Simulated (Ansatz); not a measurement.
# B₂Cl₂F₂H₄N₂: one species, many methods

The task here is to estimate one member of a computed series from the others.

Computed with Ansatz 0.2.0, Gaussian basis. Level: functionals in def2-TZVPP, the program's frozen cores in correlated methods.

Plan: LDA (SPW92), PBE-D4, revPBE-D4, BLYP-D4, r2SCAN-D4, B97M-V, PBE0-D4, B3LYP-D4, r2SCANh-D4, r2SCAN0-D4, HSE06-D4, BHLYP-D4, CAM-B3LYP-D4, LC-ωPBE, ωB97X-V, ωB97M-V, B2PLYP, PBE-QIDH; CCSD(T)/def2-SVP; MP2/def2-TZVPP; MP2/def2-QZVPP; RPA on PBE.

### Structure used throughout

All runs share one geometry, relaxed beforehand with PBE0-D4 in a triple-zeta def2 set.

SMILES `F[B@-]1(Cl)[NH2+][B@@-](F)(Cl)[NH2+]1`, 12 atoms, charge 0, spin multiplicity 1.

Atoms are counted from 1 here; the program's logs count them from 0.

Bond lengths: F1–B2 1.359 Å, B2–Cl3 1.820 Å, B2–N4 1.593 Å, B2–N8 1.593 Å, N4–B5 1.593 Å, N4–H9 1.015 Å, N4–H10 1.012 Å, B5–F6 1.359 Å, B5–Cl7 1.820 Å, B5–N8 1.593 Å, N8–H11 1.012 Å, N8–H12 1.015 Å. Angles: F1–B2–Cl3 115.5°, F1–B2–N4 111.3°, F1–B2–N8 111.3°, Cl3–B2–N4 112.2°, Cl3–B2–N8 112.2°, N4–B2–N8 91.9°, B2–N4–B5 88.0°, B2–N4–H9 113.6°, B2–N4–H10 115.4°, B5–N4–H9 113.6°, B5–N4–H10 115.4°, H9–N4–H10 109.6°, N4–B5–F6 111.3°, N4–B5–Cl7 112.2°, N4–B5–N8 91.9°, F6–B5–Cl7 115.5°, F6–B5–N8 111.3°, Cl7–B5–N8 112.2° and more.

Set-up of the first run:

File in.yaml:

```yaml
crystal:
  periodic: [false, false, false]
  atoms:
    - {symbol: F, position_ang: [-0.154403, -1.681409, -1.382967]}
    - {symbol: B, position_ang: [-0.569106, -0.534302, -0.783064]}
    - {symbol: Cl, position_ang: [-2.172211, 0.113984, -1.352175]}
    - {symbol: N, position_ang: [0.572570, 0.576301, -0.807033]}
    - {symbol: B, position_ang: [0.668669, 0.433744, 0.776596]}
    - {symbol: F, position_ang: [1.857481, -0.108012, 1.152054]}
    - {symbol: Cl, position_ang: [0.199131, 1.968479, 1.635765]}
    - {symbol: N, position_ang: [-0.496155, -0.652480, 0.803805]}
    - {symbol: H, position_ang: [1.414066, 0.283243, -1.292924]}
    - {symbol: H, position_ang: [0.285192, 1.486579, -1.143986]}
    - {symbol: H, position_ang: [-1.335192, -0.376520, 1.298365]}
    - {symbol: H, position_ang: [-0.193143, -1.564706, 1.129562]}
basis:
  gaussian: {orbitals: def2-TZVPP}
hamiltonian: {xc: lda}
output: {orbitals: {seedname: orbitals}}
```

The run is started by

```console
$ ansatz run in.yaml --threads 4 --pin off --events-out ev --progress --plain --max-ram 11315MiB
```

Steps of the session up to this table: LDA; PBE-D4 (GGA); revPBE-D4 (GGA); BLYP-D4 (GGA); r2SCAN-D4 (meta-GGA); B97M-V (meta-GGA); B3LYP-D4 (hybrid); r2SCANh-D4 (hybrid); r2SCAN0-D4 (hybrid); HSE06-D4 (hybrid); BHLYP-D4 (hybrid); CAM-B3LYP-D4 (range-separated); LC-ωPBE (range-separated); ωB97X-V (range-separated); ωB97M-V (range-separated); B2PLYP (double hybrid); PBE-QIDH (double hybrid).

One table of the session follows, with a row left open; its other results are not shown here.

It belongs to the step «Orbital energies across the functionals». 

```
  functional  HOMO (eV)  LUMO (eV)  gap (eV)
 LDA (SPW92)      -7.47      -0.63      6.84
      PBE-D4      -7.31      -0.45      6.86
   revPBE-D4      -7.24      -0.36      6.89
     BLYP-D4      -7.16      -0.49      6.67
   r2SCAN-D4      -7.67       0.20      7.87
      B97M-V      -7.78      -0.27      7.51
     PBE0-D4      -8.76       0.37      9.12
    B3LYP-D4          ?          ?         ?
  r2SCANh-D4      -8.20       0.45      8.66
  r2SCAN0-D4      -9.00       0.81      9.80
    HSE06-D4      -8.35       0.00      8.35
    BHLYP-D4     -10.07       0.94     11.01
CAM-B3LYP-D4     -10.16       1.09     11.25
     LC-ωPBE     -11.59       2.45     14.04
     ωB97X-V     -11.21       2.20     13.40
     ωB97M-V     -11.04       1.72     12.76
```

Q: Estimate the row for B3LYP-D4 from the others.

Worked estimate for «HOMO (eV)». Against the share of exact exchange, BLYP-D4 (0, -7.16), BHLYP-D4 (0.5, -10.07) give a slope of -5.82 per unit share; at 0.2 the line stands at -8.32.

As computed: HOMO (eV): -8.48; LUMO (eV): 0.00; gap (eV): 8.48. In «HOMO (eV)» the line misses by +0.16.
